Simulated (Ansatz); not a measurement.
# CH9NSSi2: up Jacob's ladder to CCSD(T)

An exercise on one series of results from a longer session: the logs are not shown, and one member is left open.

Program: Ansatz 0.2.0, Gaussian basis. Level of theory: functionals in def2-TZVPP, the program's frozen cores in correlated methods. These are calculated values, not measurements.

Levels to be run: PBE-D4, r2SCAN-D4, PBE0-D4, B3LYP-D4, ωB97X-V, ωB97M-V, B2PLYP; CCSD(T)/def2-TZVPP; MP2/def2-QZVPP; extrapolation to the limit.

### The relaxed structure

The geometry comes from an earlier relaxation with PBE0-D4 in a triple-zeta def2 set; it is a stationary point, not always the lowest conformer.

SMILES `CS[SiH](N)[SiH3]`, 14 atoms, charge 0, spin multiplicity 1.

Atoms are counted from 1 here; the program's logs count them from 0.

Bond lengths: C1–S2 1.816 Å, C1–H6 1.089 Å, C1–H7 1.090 Å, C1–H8 1.089 Å, S2–Si3 2.128 Å, Si3–N4 1.717 Å, Si3–Si5 2.343 Å, Si3–H9 1.492 Å, N4–H10 1.008 Å, N4–H11 1.007 Å, Si5–H12 1.487 Å, Si5–H13 1.489 Å, Si5–H14 1.491 Å. Angles: S2–C1–H6 110.5°, S2–C1–H7 107.0°, S2–C1–H8 111.0°, H6–C1–H7 109.2°, H6–C1–H8 109.9°, H7–C1–H8 109.1°, C1–S2–Si3 100.5°, S2–Si3–N4 110.2°, S2–Si3–Si5 112.1°, S2–Si3–H9 101.4°, N4–Si3–Si5 107.2°, N4–Si3–H9 115.8°, Si5–Si3–H9 110.2°, Si3–N4–H10 121.0°, Si3–N4–H11 120.8°, H10–N4–H11 111.9°, Si3–Si5–H12 109.8°, Si3–Si5–H13 110.7° and more.

Set-up of the first run:

File in.yaml:

```yaml
crystal:
  periodic: [false, false, false]
  atoms:
    - {symbol: C, position_ang: [-2.074895, 0.264075, 0.774260]}
    - {symbol: S, position_ang: [-0.708091, -0.091633, 1.915563]}
    - {symbol: Si, position_ang: [0.850673, -0.520290, 0.531095]}
    - {symbol: N, position_ang: [0.386912, -1.808222, -0.505984]}
    - {symbol: Si, position_ang: [1.349602, 1.319456, -0.832132]}
    - {symbol: H, position_ang: [-2.128443, -0.496189, -0.004162]}
    - {symbol: H, position_ang: [-2.993090, 0.243120, 1.360357]}
    - {symbol: H, position_ang: [-1.961480, 1.249438, 0.323650]}
    - {symbol: H, position_ang: [1.991310, -0.805412, 1.450159]}
    - {symbol: H, position_ang: [0.148434, -2.713639, -0.133464]}
    - {symbol: H, position_ang: [0.747081, -1.870620, -1.443785]}
    - {symbol: H, position_ang: [2.083034, 2.345224, -0.044285]}
    - {symbol: H, position_ang: [0.102811, 1.933131, -1.366316]}
    - {symbol: H, position_ang: [2.193242, 0.922260, -1.996059]}
basis:
  gaussian: {orbitals: def2-TZVPP}
hamiltonian: {xc: pbe, dispersion: d4}
output: {forces: true, orbitals: {seedname: orbitals}}
```

Launch:

```
$ ansatz run in.yaml --threads 2 --pin off --events-out ev --progress --plain --max-ram 22528MiB --backend cuda --devices 0, --max-vram 18GiB
```

Steps of the session up to this table: PBE-D4 (GGA); r2SCAN-D4 (meta-GGA); PBE0-D4 (hybrid); B3LYP-D4 (hybrid); ωB97X-V (range-separated); ωB97M-V (range-separated); B2PLYP (double hybrid); CCSD(T) in def2-TZVPP; MP2 in def2-QZVPP.

One of the session's tables, all rows but one given; the rest of the session is left out.

| method | atomisation energy (eV) |
| --- | --- |
| PBE-D4 | 48.271 |
| r2SCAN-D4 | 47.929 |
| PBE0-D4 | 47.792 |
| B3LYP-D4 | 48.005 |
| ωB97X-V | 48.334 |
| ωB97M-V | 48.136 |
| B2PLYP | 47.245 |
| HF/def2-TZVPP | 34.944 |
| MP2/def2-TZVPP | 46.703 |
| CCSD/def2-TZVPP | 45.990 |
| CCSD(T)/def2-TZVPP | 46.598 |
| MP2/CBS | ? |
| CCSD(T)/CBS | 48.013 |

**Question.** Estimate the row for MP2/CBS.

**Answer.** atomisation energy (eV): 48.118. In the column «atomisation energy (eV)» it lies between CCSD(T)/CBS (48.013) and ωB97M-V (48.136).

Among the levels timed on like hardware and quicker than the yardstick, those that no quicker one beats, quickest first: B2PLYP (2.4 s, -0.767 eV); PBE0-D4 (2.6 s, -0.221 eV); B3LYP-D4 (3.4 s, -0.008 eV). Runs this short are mostly start-up, so their order is noise.

B2PLYP carry no dispersion term (for B3LYP, D4 adds 0.612 eV).

Caveats from the session: Free atoms (1 C, 1 S, 2 Si, 1 N, 9 H) were run apart at each level; the atomisation energy is their sum less the molecule, without zero-point or spin-orbit terms.
